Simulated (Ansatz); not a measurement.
# C2H7AlO2: up Jacob's ladder to CCSD(T)

The task here is to estimate one member of a computed series from the others.

Computed with Ansatz 0.2.0, Gaussian basis. Level: functionals in def2-TZVPP, the program's frozen cores in correlated methods.

Plan: LDA (SPW92), PBE-D4, revPBE-D4, BLYP-D4, r2SCAN-D4, B97M-V, PBE0-D4, B3LYP-D4, r2SCANh-D4, r2SCAN0-D4, HSE06-D4, BHLYP-D4, CAM-B3LYP-D4, LC-ωPBE, ωB97X-V, ωB97M-V, B2PLYP, PBE-QIDH; CCSD(T)/def2-SVP; CCSD(T)/def2-TZVPP; MP2/def2-QZVPP; extrapolation to the limit; RPA on PBE.

## The relaxed structure

All runs share one geometry, relaxed beforehand with PBE0-D4 in a triple-zeta def2 set.

12 atoms, charge 0, spin multiplicity 1.

Atoms are counted from 1 here; the program's logs count them from 0.

Bond lengths: C1–C2 1.507 Å, C1–H6 1.092 Å, C1–H7 1.091 Å, C1–H8 1.090 Å, C2–O3 1.410 Å, C2–O4 1.391 Å, C2–H9 1.100 Å, O3–H10 0.962 Å, O4–Al5 1.697 Å, Al5–H11 1.585 Å, Al5–H12 1.577 Å. Angles: C2–C1–H6 109.4°, C2–C1–H7 110.5°, C2–C1–H8 109.8°, H6–C1–H7 108.9°, H6–C1–H8 108.9°, H7–C1–H8 109.4°, C1–C2–O3 107.4°, C1–C2–O4 110.2°, C1–C2–H9 110.3°, O3–C2–O4 111.4°, O3–C2–H9 109.4°, O4–C2–H9 108.1°, C2–O3–H10 108.9°, C2–O4–Al5 130.2°, O4–Al5–H11 120.4°, O4–Al5–H12 115.8°, H11–Al5–H12 123.6°.

The first run:

Input file in.yaml:

```yaml
crystal:
  periodic: [false, false, false]
  atoms:
    - {symbol: C, position_ang: [-1.496540, 0.866075, -0.269894]}
    - {symbol: C, position_ang: [-0.586935, -0.308557, -0.015981]}
    - {symbol: O, position_ang: [-0.312177, -0.336757, 1.366700]}
    - {symbol: O, position_ang: [0.579292, -0.184385, -0.763854]}
    - {symbol: Al, position_ang: [2.203608, -0.313499, -0.291100]}
    - {symbol: H, position_ang: [-1.008952, 1.781894, 0.070715]}
    - {symbol: H, position_ang: [-2.436400, 0.744026, 0.270094]}
    - {symbol: H, position_ang: [-1.700245, 0.951339, -1.337367]}
    - {symbol: H, position_ang: [-1.083149, -1.245615, -0.309236]}
    - {symbol: H, position_ang: [0.061398, -1.193387, 1.593414]}
    - {symbol: H, position_ang: [2.604509, -1.191296, 0.966129]}
    - {symbol: H, position_ang: [3.252591, 0.375061, -1.245518]}
basis:
  gaussian: {orbitals: def2-TZVPP}
hamiltonian: {xc: lda}
output: {orbitals: {seedname: orbitals}}
```

Steps of the session up to this table: LDA; PBE-D4 (GGA); revPBE-D4 (GGA); BLYP-D4 (GGA); r2SCAN-D4 (meta-GGA); B97M-V (meta-GGA); PBE0-D4 (hybrid); B3LYP-D4 (hybrid); r2SCANh-D4 (hybrid); r2SCAN0-D4 (hybrid); HSE06-D4 (hybrid); BHLYP-D4 (hybrid); CAM-B3LYP-D4 (range-separated); LC-ωPBE (range-separated); ωB97X-V (range-separated); ωB97M-V (range-separated); B2PLYP (double hybrid); PBE-QIDH (double hybrid).

One table of the session follows, with a row left open; its other results are not shown here.

It belongs to the step «Orbital energies across the functionals». 

```
  functional  HOMO (eV)  gap (eV)
 LDA (SPW92)      -6.70      4.69
      PBE-D4      -6.56      4.78
   revPBE-D4      -6.49      4.83
     BLYP-D4      -6.48      4.81
   r2SCAN-D4      -6.86      5.44
      B97M-V      -7.02      5.31
     PBE0-D4      -8.01      7.00
    B3LYP-D4          ?         ?
  r2SCANh-D4      -7.41      6.24
  r2SCAN0-D4      -8.23      7.43
    HSE06-D4      -7.61      6.23
    BHLYP-D4      -9.41      9.13
CAM-B3LYP-D4      -9.47      9.35
     LC-ωPBE     -10.80     11.80
     ωB97X-V     -10.48     11.34
     ωB97M-V     -10.36     10.91
```

Q: Estimate the row for B3LYP-D4 from the others.

Worked estimate for «HOMO (eV)». Against the share of exact exchange, BLYP-D4 (0, -6.48), BHLYP-D4 (0.5, -9.41) give a slope of -5.86 per unit share; at 0.2 the line stands at -7.65.

As computed: HOMO (eV): -7.81; gap (eV): 6.58. In «HOMO (eV)» the line misses by +0.16.
